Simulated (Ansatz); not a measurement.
Write a Python script for the Ansatz DFT code, driven from Python that makes a cohesive energy from free atoms of Rb3Hg and its free atoms. Use (first run): LDA, PAW, cutoff 435 eV, 4×4×4 k-points, cold smearing of 0.02 eV.

`run_cohesive.py`:
```python
from collections import Counter
import logging
import sys
import warnings

import ansatz as az

logging.basicConfig(stream=sys.stdout, format='[%(levelname)s] %(message)s')
logger = logging.getLogger('run')
logger.setLevel(logging.INFO)

PHASES = {
    'Rb3Hg': (
        [(0.0, 5.026909, 5.026909), (5.026909, 0.0, 5.026909), (5.026909, 5.026909, 0.0)],
        [
            ('Rb', (0.25, 0.25, 0.25)),
            ('Rb', (0.75, 0.75, 0.75)),
            ('Rb', (0.5, 0.5, 0.5)),
            ('Hg', (0.0, 0.0, 0.0)),
        ],
    ),
}


def build(vectors, sites):
    crystal = az.Crystal(lattice=az.Lattice.of(vectors))
    for symbol, position in sites:
        crystal = crystal.atom(symbol, position)
    return crystal


def counts(outcome):
    return Counter(site.symbol for site in outcome.lattice.sites)

UNPAIRED = {'Rb': 1, 'Hg': 0}  # unpaired electrons of the free atoms


def run_phase(name, crystal):
    calc = crystal.calculation()
    calc = calc.functional('LDA').basis(16 * az.Ha)
    calc = calc.scf(tolerance=1e-07)
    calc = calc.kpoints(spacing=0.33).occupations('cold', width=0.02)
    if name.endswith(' atom'):
        calc = calc.kpoints(1, 1, 1).occupations('fermi_dirac', width=0.01)
        if UNPAIRED[name.split()[0]]:
            calc = calc.spin('collinear')
        return calc.run()
    calc = calc.relax(force_tolerance=0.01, cell=True)
    return calc.run()

warnings.simplefilter('ignore', az.DeckWarning)

phases = {name: build(*cell) for name, cell in PHASES.items()}
for element, moment in UNPAIRED.items():
    phases[f'{element} atom'] = az.Lattice.orthorhombic(10.0, 10.5, 11.0).atom(element, (0.5, 0.5, 0.5), moment=moment or None)

done = {name: run_phase(name, crystal) for name, crystal in phases.items()}

for element in UNPAIRED:
    atom = done[f'{element} atom'].report
    logger.info(f'{element} atom: {atom["energy_sigma0_ev"]:.4f} eV, moment {atom["magnetization_mub"]:.2f} muB')
solid = done['Rb3Hg']
n = counts(solid)
binding = (sum(k * done[f'{e} atom'].report['energy_sigma0_ev'] for e, k in n.items()) - solid.report['energy_sigma0_ev']) / sum(n.values())
logger.info(f'cohesive energy {binding:.3f} eV/atom = {96.4853 * binding:.0f} kJ/mol of atoms (no zero-point energy)')
```

```console
$ python run_cohesive.py
[INFO] Rb atom: -3169.8986 eV, moment 1.00 muB
[INFO] Hg atom: -13521.4537 eV, moment 0.00 muB
[INFO] cohesive energy 0.904 eV/atom = 87 kJ/mol of atoms (no zero-point energy)
```

What to keep in mind:
- Absolute energies stand on the zero of these potentials, so only differences at equal settings mean something.
- The magnetic order follows from the starting moments and needn't be the lowest.
- For the metals among these phases the mesh is modest: differences between phases can be off by up to 40 meV an atom.
- The program warned that this SCF threshold is loose for forces or stresses.
- Spin-orbit coupling, which matters for elements this heavy, is left out.
- The cells come from databases of deposited and of computed structures, and not all need be stable phases.
- Free atoms in a box carry small image and symmetry errors, and spin-orbit coupling is left out.
- The script silences the warnings on its input, which a real study should read.
- It ran for 54 s on 1 thread of Arm Neoverse N1, with other jobs on the host, peak memory 0.76 GiB.
